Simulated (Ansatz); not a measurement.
**SnH4O: vertical ionisation energy**

Aim: the vertical ionisation energy of SnH4O, as cation minus neutral at the neutral's geometry, on several levels, and how well −ε(HOMO) stands in for it.

Method: unrestricted cation, the program's frozen cores in correlated methods; program: Ansatz 0.2.0, Gaussian basis.

The runs, in order: UKS PBE-D4/def2-TZVPP; UKS r2SCAN-D4/def2-TZVPP; UKS PBE0-D4/def2-TZVPP; UKS B3LYP-D4/def2-TZVPP; UKS wB97X-V/def2-TZVPP; UKS wB97M-V/def2-TZVPP; UKS B2PLYP/def2-TZVPP; UHF-CCSD(T)/def2-TZVPP; UHF-MP2/def2-QZVPP; extrapolation to the limit; then −ε(HOMO) from the neutral's earlier runs with LDA (SPW92), PBE-D4, revPBE-D4, BLYP-D4, r2SCAN-D4, B97M-V, PBE0-D4, B3LYP-D4, r2SCANh-D4, r2SCAN0-D4, HSE06-D4, BHLYP-D4, CAM-B3LYP-D4, LC-ωPBE, ωB97X-V, ωB97M-V.

### Step 1. The relaxed structure

All runs share one geometry, relaxed beforehand with PBE0-D4 in a triple-zeta def2 set. Sn takes the def2 core potential; no spin-orbit term is included.

SMILES `[OH][SnH3]`, 6 atoms, charge 0, spin multiplicity 1.

Atoms are counted from 1 here; the program's logs count them from 0.

Bond lengths: O1–Sn2 1.970 Å, O1–H3 0.959 Å, Sn2–H4 1.709 Å, Sn2–H5 1.709 Å, Sn2–H6 1.698 Å. Angles: Sn2–O1–H3 113.2°, O1–Sn2–H4 108.5°, O1–Sn2–H5 108.5°, O1–Sn2–H6 103.1°, H4–Sn2–H5 110.8°, H4–Sn2–H6 112.8°, H5–Sn2–H6 112.7°.

### Step 2. Cation, UKS PBE-D4/def2-TZVPP

Input file in.yaml:

```yaml
crystal:
  periodic: [false, false, false]
  atoms:
    - {symbol: O, position_ang: [0.914312, -0.752439, 0.930796]}
    - {symbol: Sn, position_ang: [-0.282347, 0.354232, -0.175111]}
    - {symbol: H, position_ang: [1.150181, -1.585079, 0.516790]}
    - {symbol: H, position_ang: [-1.721080, -0.523090, -0.461499]}
    - {symbol: H, position_ang: [0.514103, 0.711635, -1.644657]}
    - {symbol: H, position_ang: [-0.533069, 1.730741, 0.787381]}
basis:
  gaussian: {orbitals: def2-TZVPP}
total_charge: 1
magnetization: {spin_polarized: true, initial_magnetization: 1}
hamiltonian: {xc: pbe, dispersion: d4}
```

Run with:

```sh
ansatz run in.yaml --threads 4 --pin off --events-out ev --progress --plain --max-ram 10444MiB
```

The runs that follow: Cation, UKS r2SCAN-D4/def2-TZVPP; Cation, UKS PBE0-D4/def2-TZVPP; Cation, UKS B3LYP-D4/def2-TZVPP; Cation, UKS wB97X-V/def2-TZVPP; Cation, UKS wB97M-V/def2-TZVPP; Cation, UKS B2PLYP (frozen core)/def2-TZVPP; Cation, UHF-CCSD(T)/def2-TZVPP; Cation, UHF-MP2/def2-QZVPP.

Q: Predict the results of all the runs planned. Wanted: ionisation energy, CCSD(T)/CBS; nearest functional by difference; nearest −ε(HOMO); −ε(HOMO) of PBE; T1 of the cation.

The runs gave:

| quantity | value |
| --- | --- |
| ionisation energy, CCSD(T)/CBS | 11.01 eV |
| nearest functional by difference | ωB97X-V (-0.23 eV) |
| nearest −ε(HOMO) | LC-ωPBE (-0.01 eV) |
| −ε(HOMO) of PBE | 6.61 eV |
| T1 of the cation | 0.044 |

By cation minus neutral, the functionals miss by 0.81 eV at most. The PBE orbital energy is 4.4 eV too small: a semilocal HOMO is no ionisation energy. Among orbital estimates LC-ωPBE comes nearest. Hartree-Fock falls 1.61 eV short, as the neutral has more correlation energy than the cation. The cation's T1 (from the report) is 0.044, near the customary mark of 0.045 for open shells, so the coupled-cluster value is less safe. Correlated methods include outer-core shells of Sn, which these sets cover unevenly. With outer-core shells in play the reference is unsure by up to some tenths of an eV, so close misses can't be ranked.
